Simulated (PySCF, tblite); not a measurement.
# C5H3F3NO radical: geometry, infrared bands and EPR parameters

Aim: predict the infrared bands and EPR parameters of C5H3F3NO radical (`NC(=O)/[C]=C\C(F)=C(F)F`).

Computed with tblite 0.8.0 and PySCF 2.14.0, with density-fitted response routines of our own, on a single molecule in the gas phase. Atoms are numbered from 0 throughout.

## (1) Starting geometry

13 atoms, charge 0, multiplicity 2; geometry from: force field or distance geometry start.

Bonds of the start (Å): N0–C1 1.43, C1–O2 1.29, C1–C3 1.46, C3–C4 1.33, C4–C5 1.45, C5–F6 1.35, C5–C7 1.32, C7–F8 1.34, C7–F9 1.37, N0–H10 1.04, N0–H11 1.06, C4–H12 1.09.

## (2) Relaxing the molecule with GFN2-xTB

What the job is given:

```
{"job": {"kind": "relax", "xc": "GFN2-xTB", "basis": "xTB"}, "charge": 0, "multiplicity": 2}
N      2.204700     0.160200     0.826800
C      1.989000    -0.726500    -0.275200
O      2.958200    -1.453500    -0.708700
C      0.699800    -0.873000    -0.944100
C     -0.291600    -0.133400    -0.461400
C     -1.624800    -0.179500    -1.039200
F     -1.858600    -1.009700    -2.079600
C     -2.542400     0.609400    -0.502100
F     -3.813100     0.668100    -0.920600
F     -2.182600     1.403900     0.549900
H      2.974100     0.850300     0.745000
H      1.589900     0.140700     1.689700
H     -0.106800     0.543500     0.379200
```

The run is started by

```
$ OMP_NUM_THREADS=1 python probes_run.py task.json out
```

This one command runs all jobs of the session in turn.

**Question.** This job is followed by: GFN2-xTB harmonic vibrations, gas phase; UKS B3LYP, pcH-1 on C F H N O, non-relativistic, mean-field spin-orbit, GIAO. What will the session give for the following? strongest single infrared mode (GFN2-xTB); zero-point energy (GFN2-xTB); g(iso) (B3LYP); ⟨S²⟩; largest a(iso); potential on the surface of density 0.002 e/bohr³, 1st and 99th percentile.

The runs gave:

```
                                                                  quantity                  value
                                 strongest single infrared mode (GFN2-xTB)  1258 cm⁻¹, 341 km/mol
                                              zero-point energy (GFN2-xTB)          45.1 kcal/mol
                                                            g(iso) (B3LYP)                2.00313
                                                                      ⟨S²⟩     0.765 (exact 0.75)
                                                            largest a(iso)   13C on C3, 165.0 MHz
potential on the surface of density 0.002 e/bohr³, 1st and 99th percentile     -1.84 V and 2.21 V
```

In words: Relaxing lowered the energy by 1.792 eV in 135 steps; the close pair that moved most is N0–C1, from 1.431 to 1.364 Å. No mode is imaginary among the 33: a minimum at this level. The strongest single mode, at 1258 cm⁻¹, has its largest shares on C1, H10, C4 and H12 (the list is cut at 4 atoms). Unscaled tight-binding wavenumbers are off by several per cent, some by more. Its intensities can rank the bands wrongly. C3 carries the largest spin population, 0.94 e. The isotropic g lies 0.8 ppt above the free-electron value. These values are for one conformer; the search (at its own cheap level) found 2 more, at 0.04, 0.24 kcal/mol (those within 0.05 may be mirror or relabelled copies), and measured spectra average over such forms.
